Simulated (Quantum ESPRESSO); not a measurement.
Crystal: HPbNO4.

```
H Pb N O
1.0
     3.85404    0.14384    0.09012
    -0.25320    5.52698    0.16471
    -0.48197   -1.92720    5.72025
H Pb N O
1 1 1 4
Direct
  0.10913 0.65718 0.54463
  0.61029 0.52127 0.15100
  0.91580 0.96263 0.95867
  0.01384 0.13639 0.88084
  0.72398 0.01057 0.12858
  0.00389 0.73732 0.87043
  0.11927 0.59324 0.37651
```

The cell was built by a generator and needn't be a form met in nature.

Base run:

```yaml
Program: Quantum ESPRESSO 7.5
Functional: BLYP
Potentials_or_basis: SG15 PBE 1.2
Cutoff: 1197 eV
Density_cutoff: 4789 eV
k_mesh: 4 × 3 × 3
Occupations: fermi-dirac, width 0.05 eV
Spin: no spin polarisation
```

Its results: band gap on the k mesh 3.19 eV, indirect (least direct gap 3.27 eV); pressure 2.1 GPa; largest force 0.669 eV/Å.

Task: The run is repeated on the same cell with these changes: functional from BLYP to r2SCAN. What comes out?

Result: Band gap on the k mesh 3.71 eV, indirect (least direct gap 3.82 eV); pressure -2.6 GPa; largest force 0.482 eV/Å.

r2SCAN gives the wider gap, since meta-GGAs in the generalised Kohn-Sham scheme recover part of the derivative discontinuity.

Caveats: the potentials were made for another functional, which shifts forces and pressure; spin-orbit coupling is left out, which as a rule narrows the gap of such compounds by several tenths of an eV; the mesh misses the band edges, which the band path finds closer together.

Not every run made on this cell is shown here.
